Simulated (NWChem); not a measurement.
# CH3I (methyl iodide) at SVWN5/def2-SVPD (core potential), part 2 of 2

NWChem 7.3.0. Earlier steps stand in the parts before.

## 3. The doublet anion: a single-point energy at USVWN5/def2-SVPD (core potential)

run.py

```python
from ase import Atoms
from ase.calculators.nwchem import NWChem

molecule = Atoms(['C', 'I', 'H', 'H', 'H'], positions=[
    [-0.044100, -0.162730, 0.153180],
    [0.368060, 1.358130, -1.278460],
    [0.760650, -0.889590, 0.103440],
    [-0.088230, 0.307420, 1.130650],
    [-0.996380, -0.613220, -0.108810],
])

calc = NWChem(
    label='work',
    theory='dft',
    memory='2200 mb',
    basis='def2-SVPD',
    basispar='spherical bse',
    charge=-1,
    dft={'xc': 'slater vwn_5', 'mult': '2', 'grid': 'xfine', 'convergence': 'energy 1e-08', 'iterations': '100', 'mulliken': None},
    task='energy',
    **{'ecp bse': {'I library': 'def2-SVPD'}},
)
molecule.calc = calc

e = molecule.get_potential_energy()
print(f"E = {e:.6f} eV")
```

Run with:

```sh
export ASE_NWCHEM_COMMAND="nwchem PREFIX.nwi > PREFIX.nwo"
python run.py
```

What it wrote:

```text
E = -9163.756521 eV
```

The calculator wrote work.nwi:

```
title "work"

permanent_dir work

scratch_dir work

start work

geometry units angstrom nocenter noautosym noautoz
  C  -4.4100000000000000e-02 -1.6273000000000001e-01 1.5318000000000001e-01
  I  3.6806000000000000e-01 1.3581300000000001e+00 -1.2784599999999999e+00
  H  7.6065000000000005e-01 -8.8958999999999999e-01 1.0344000000000000e-01
  H  -8.8230000000000003e-02 3.0742000000000003e-01 1.1306499999999999e+00
  H  -9.9638000000000004e-01 -6.1321999999999999e-01 -1.0881000000000000e-01
end

charge -1

memory 2200 mb

basis spherical bse noprint
   * library def2-SVPD
end

dft
  xc slater vwn_5
  mult 2
  grid xfine
  convergence energy 1e-08
  iterations 100
  mulliken
end
ecp bse
  I library def2-SVPD
end

task dft energy
```

work.nwo:

```text
Northwest Computational Chemistry Package (NWChem) 7.3.0
             --------------------------------------------------------

           Job information
           ---------------

    nwchem branch   = 7.3.0
    use scalapack   = T
    input           = work.nwi
    prefix          = work.
    data base       = work/work.db
    status          = startup
    nproc           =        1

           Memory information
           ------------------

    heap     =     72089600 doubles =      550.0 Mbytes
    stack    =     72089597 doubles =      550.0 Mbytes
    global   =    144179200 doubles =     1100.0 Mbytes (distinct from heap & stack)
    total    =    288358397 doubles =     2200.0 Mbytes
    verify   = yes
    hardfail = no

           Directory information
           ---------------------

  0 permanent = work
  0 scratch   = work

                                NWChem Input Module
                                -------------------

                                       work
                                       ----

 Scaling coordinates for geometry "geometry" by  1.889725989
 (inverse scale =  0.529177249)

                             Geometry "geometry" -> ""
                             -------------------------

 Output coordinates in angstroms (scale by  1.889725989 to convert to a.u.)

  No.       Tag          Charge          X              Y              Z
 ---- ---------------- ---------- -------------- -------------- --------------
    1 C                    6.0000    -0.04410000    -0.16273000     0.15318000
    2 I                   53.0000     0.36806000     1.35813000    -1.27846000
    3 H                    1.0000     0.76065000    -0.88959000     0.10344000
    4 H                    1.0000    -0.08823000     0.30742000     1.13065000
    5 H                    1.0000    -0.99638000    -0.61322000    -0.10881000

      Atomic Mass
      -----------

      C                 12.000000
      I                126.900400
      H                  1.007825

 Effective nuclear repulsion energy (a.u.)     120.2445165113

            Nuclear Dipole moment (a.u.)
            ----------------------------
        X                 Y               Z
 ---------------- ---------------- ----------------
    35.7510078821   131.9201083039  -124.1814914081

            XYZ format geometry
            -------------------
     5
 geometry
 C                    -0.04410000    -0.16273000     0.15318000
 I                     0.36806000     1.35813000    -1.27846000
 H                     0.76065000    -0.88959000     0.10344000
 H                    -0.08823000     0.30742000     1.13065000
 H                    -0.99638000    -0.61322000    -0.10881000

 ==============================================================================
                                internuclear distances
 ------------------------------------------------------------------------------
       center one      |      center two      | atomic units |  angstroms
 ------------------------------------------------------------------------------
    2 I                |   1 C                |     4.02316  |     2.12896
    3 H                |   1 C                |     2.05139  |     1.08555
    4 H                |   1 C                |     2.05141  |     1.08556
    5 H                |   1 C                |     2.05139  |     1.08555
 ------------------------------------------------------------------------------
                         number of included internuclear distances:          4
 ==============================================================================

[... 34 lines left out ...]
  convergence criterion.
[... 1 line left out ...]
  convergence criterion.
[... 15 lines left out ...]
          Convergence on energy requested:  1.00D-08
          Convergence on density requested:  1.00D-05
          Convergence on gradient requested:  5.00D-04
[... 18 lines left out ...]
          Spatial weights used:  Erf1
[... 1 line left out ...]
          Convergence Information
[... 1 line left out ...]
          Convergence aids based upon iterative change in
          total energy or number of iterations.
[... 72 lines left out ...]
   convergence    iter        energy       DeltaE   RMS-Dens  Diis-err    time
[... 24 lines left out ...]
         Total DFT energy =     -336.761843482212
      One electron energy =     -699.987584506992
           Coulomb energy =      329.467873453728
    Exchange-Corr. energy =      -28.065049817616
 Nuclear repulsion energy =       61.822917388668
[... 5 lines left out ...]
                    DFT Final Alpha Molecular Orbital Analysis
[... 572 lines left out ...]
                     DFT Final Beta Molecular Orbital Analysis
[... 565 lines left out ...]
              MO Center=  3.7D-01,  1.4D+00, -1.3D+00, r^2= 1.1D-01
   Bfn.  Coefficient  Atom+Function         Bfn.  Coefficient  Atom+Function
  ----- ------------  ---------------      ----- ------------  ---------------
    22     -2.640022  2 I  s                 21      2.455768  2 I  s
    23      0.871859  2 I  s                 24     -0.785020  2 I  s
     3     -0.360069  1 C  s                 57      0.154555  3 H  s
    65      0.154564  4 H  s                 73      0.154561  5 H  s
    36      0.148938  2 I  py                37     -0.140201  2 I  pz

     ---------------------------------------------
      Total Density - Mulliken Population Analysis
     ---------------------------------------------

    Atom       Charge   Shell Charges
 -----------   ------   -------------------------------------------------------
    1 C    6     6.01   1.98  0.95  0.00 -0.08  2.09  0.97  0.02  0.08
    2 I   25    25.88   0.22  1.83  1.41  0.45  0.01  3.11  2.93  2.58  2.34  0.91  9.77  0.32  0.00
    3 H    1     1.04   0.71  0.17  0.02  0.12
    4 H    1     1.04   0.71  0.17  0.02  0.12
    5 H    1     1.04   0.71  0.17  0.02  0.12

     --------------------------------------------
      Spin Density - Mulliken Population Analysis
     --------------------------------------------

    Atom       Charge   Shell Charges
 -----------   ------   -------------------------------------------------------
    1 C    6     0.03   0.00  0.06 -0.03 -0.14  0.10  0.03 -0.00  0.01
    2 I   25     0.89   0.00 -0.00  0.01  0.00 -0.03  0.00 -0.00  0.04  0.12  0.72  0.00  0.03 -0.01
    3 H    1     0.03  -0.00 -0.00  0.00  0.03
    4 H    1     0.03  -0.00 -0.00  0.00  0.03
    5 H    1     0.03  -0.00 -0.00  0.00  0.03

     -------------------------------------------
      Total Density - Lowdin Population Analysis
     -------------------------------------------

    Atom       Charge   Shell Charges
 -----------   ------   -------------------------------------------------------
    1 C    6     6.38   1.96  0.53  0.23  0.15  1.81  1.13  0.04  0.52
    2 I   25    25.23   0.74  1.25  0.95  0.57  0.20  3.18  2.77  2.37  2.11  0.79  9.46  0.63  0.23
    3 H    1     1.13   0.56  0.20  0.07  0.31
    4 H    1     1.13   0.56  0.20  0.07  0.31
    5 H    1     1.13   0.56  0.20  0.07  0.31

     ------------------------------------------
      Spin Density - Lowdin Population Analysis
     ------------------------------------------

    Atom       Charge   Shell Charges
 -----------   ------   -------------------------------------------------------
    1 C    6     0.19   0.00  0.05 -0.00  0.02  0.09  0.01 -0.00  0.01
    2 I   25     0.71   0.00  0.00  0.01  0.00  0.00  0.01  0.00  0.03  0.06  0.48  0.00  0.04  0.07
    3 H    1     0.03  -0.00  0.01  0.01  0.02
    4 H    1     0.03  -0.00  0.01  0.01  0.02
    5 H    1     0.03  -0.00  0.01  0.01  0.02

   alpha - beta orbital overlaps
   -----------------------------

   alpha      1      2      3      4      5      6      7      8      9     10
    beta      1      2      3      4      5      6      7      8      9     10
 overlap   1.000  1.000  1.000  1.000  1.000  1.000  1.000  1.000  1.000  1.000

   alpha     11     12     13     14     15     16     17     18     19     20
    beta     11     12     13     14     15     16     17     18     19     20
 overlap   1.000  1.000  1.000  1.000  1.000  1.000  1.000  0.997  0.994  0.999

   alpha     21     22     23     24     25     26     27     28     29     30
    beta     21     22     23     24     25     26     27     28     29     30
 overlap   0.999  0.998  0.998  0.997  0.997  0.997  0.997  0.985  0.985  0.999

   alpha     31     32     33     34     35     36     37     38     39     40
    beta     31     32     33     34     35     36     37     38     39     40
 overlap   0.998  0.998  0.999  0.999  0.998  0.998  1.000  0.998  0.999  0.999

   alpha     41     42     43     44     45     46     47     48     49     50
    beta     41     42     43     44     45     46     47     48     49     50
 overlap   0.999  0.999  1.000  0.998  0.998  1.000  1.000  1.000  1.000  1.000

   alpha     51     52     53     54     55     56     57     58     59     60
    beta     51     52     53     54     55     56     57     58     59     60
 overlap   1.000  1.000  1.000  1.000  1.000  1.000  0.999  0.999  1.000  1.000

   alpha     61     62     63     64     65     66     67     68     69     70
    beta     61     62     63     64     65     66     67     68     69     70
 overlap   1.000  0.999  0.999  1.000  1.000  1.000  1.000  1.000  1.000  1.000

   alpha     71     72     73     74     75     76     77     78     79
    beta     71     72     73     74     75     76     77     78     79
 overlap   1.000  1.000  1.000  1.000  1.000  1.000  1.000  1.000  1.000

     --------------------------
     Expectation value of S2:
     --------------------------
      <S2> =      0.7505 (Exact =     0.7500)

 center of mass
 --------------
 x =   0.61051271 y =   2.25277278 z =  -2.12062211

 moments of inertia (a.u.)
 ------------------
         229.431538853542         -31.306424680790          29.469917296916
         -31.306424680790         122.395849273577         108.743139876821
          29.469917296916         108.743139876821         135.551795330654

     Multipole analysis of the density
     ---------------------------------

     L   x y z        total         alpha         beta         nuclear
     -   - - -        -----         -----         ----         -------
     0   0 0 0     -1.000000    -18.000000    -17.000000     34.000000

     1   1 0 0     -0.726002     -8.802377     -8.199721     16.276097
[... 8 lines of this table left out ...]
     2   0 0 2    -45.841999   -107.619641    -89.289780    151.067422

 Task  times  cpu:       29.5s     wall:       29.5s
 Total times  cpu:       29.6s     wall:       29.6s
```

It took 32 s on 1 thread of Intel Xeon Platinum 8259CL at 2.50GHz (Skylake/Cascade Lake), shared host; peak memory 0.13 GiB.

## 4. Outcome

This closing draws on all 2 parts.

At SVWN5/def2-SVPD (core potential):

| quantity | value |
| --- | --- |
| singlet CH3I: total energy | -336.77779 Eh |
| singlet CH3I: dipole moment | 1.66 D |
| singlet CH3I: HOMO energy | -6.28 eV |
| singlet CH3I: LUMO energy | -1.93 eV |
| singlet CH3I: HOMO–LUMO gap | 4.35 eV |
| singlet CH3I: largest force on an atom | 0.638 eV/Å |
| doublet anion: total energy | -336.76184 Eh |
| doublet anion: HOMO energy (highest over α and β) | 2.38 eV |
| doublet anion: LUMO energy (lowest over α and β) | 2.79 eV |
| doublet anion: ⟨S²⟩ | 0.750 |
| vertical electron affinity (to the doublet anion) | -0.434 eV |

What this shows: The anion lies 0.43 eV (41.9 kJ/mol) above the neutral: the electron isn't bound at this level, and such a value depends on the basis. The largest force (singlet CH3I) is 0.64 eV/Å: the shape isn't a stationary point for this species at this level. Mulliken charges (singlet CH3I) run from -0.22 on C1 to +0.07 on I2; in a basis this large or diffuse they mean little. At SVWN5/def2-SVPD: The measured dipole moment is 1.62 D (NIST CCCBDB); the computed value is 0.04 D (2.4 %) too high. The HOMO (doublet anion) lies at positive energy, 2.38 eV, from the functional's self-interaction, a short basis or an electron that isn't bound; only total energies against the neutral tell.
